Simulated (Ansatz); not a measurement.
# Ta4C3: the cost of one run

Program: Ansatz 0.2.0. Level of theory: DFT PBEsol, scalar-relativistic, plane waves, PAW. These are calculated values, not measurements.

2 further runs of the same task are left out: 2 set aside as unsound or not needed. Runs told in other sessions of the task aren't counted.

### Step 1. The structure to begin with

It takes space group Pm-3m (No. 221, cubic). Conventional cell: a = 4.403 Å, b = 4.403 Å, c = 4.403 Å, α = 90.00°, β = 90.00°, γ = 90.00°. Around Ta (site symmetry 4/mmm) lie 4 C at 2.20 Å. Ta (site symmetry m-3m) has 6 C at 2.20 Å in its first shell of neighbours. C (site symmetry 4/mmm) has 6 Ta at 2.20 Å in its first shell of neighbours.

Structure file:

```
Ta C
1.0
     4.40260    0.00000    0.00000
     0.00000    4.40260    0.00000
     0.00000    0.00000    4.40260
Ta C
4 3
Direct
  0.00000 0.50000 0.50000
  0.50000 0.00000 0.50000
  0.50000 0.50000 0.00000
  0.00000 0.00000 0.00000
  0.50000 0.00000 0.00000
  0.00000 0.50000 0.00000
  0.00000 0.00000 0.50000
```

It goes back to an entry of the Materials Project, which need not be the stable form.

This cell was relaxed beforehand with the same method: volume 12.19 Å³/atom, gap on the mesh none (metal).

### Step 2. Zero of energy

Reference values: F = -39969.7939 eV; pressure 0.04 GPa; largest force 0.000 eV/Å; gap on the mesh none (metal). It was computed beforehand with the settings of the runs below.

### Step 3. Setting up freezing in a mode

Mode 19 of the phonon run on this cell, counted from the lowest, is frozen in: each atom moves by x times its row below, so x is the largest displacement.

```
atom      ux     uy     uz
 Ta1  -0.007  0.000  0.000
 Ta2  -0.003  0.000  0.000
 Ta3  -0.003  0.000  0.000
 Ta4  -0.029  0.000  0.000
  C5   1.000  0.000  0.000
  C6  -0.187  0.000  0.000
  C7  -0.187  0.000  0.000
```

### Step 4. Point x = -0.300 Å

The input, input.yaml:

```yaml
crystal:
  lattice:
    - [4.4026022057, 0.0, 0.0]
    - [0.0, 4.4026022057, 0.0]
    - [0.0, 0.0, 4.4026022057]
  atoms:
    - { symbol: Ta, position: [0.0004752045, 0.5, 0.5] }
    - { symbol: Ta, position: [0.5001946954, 0.0, 0.5] }
    - { symbol: Ta, position: [0.5001946954, 0.5, 0.0] }
    - { symbol: Ta, position: [0.0019627591, 0.0, 0.0] }
    - { symbol: C, position: [0.4318584814, 0.0, 0.0] }
    - { symbol: C, position: [0.0127734567, 0.5, 0.0] }
    - { symbol: C, position: [0.0127734567, 0.0, 0.5] }
basis:
  ecutwfc: 420
kpoints:
  mp_grid: { grid: [10, 10, 10] }
hamiltonian:
  xc: pbesol
scf:
  occupations: { method: gaussian, width: 0.15 }
output:
  forces: true
  stress: true
  eigenvalues: true
```

Started as:

```console
> ansatz run input.yaml --threads 2 --pin off --max-ram 5120MiB --backend cpu --events-out ev --progress --plain --runs-dir out
```

Q: Estimate wall time and peak memory on 2 threads of Oxide Virtual Turin-like (Zen 5), shared host.

About 16 s, with a peak of 0.59 GiB.
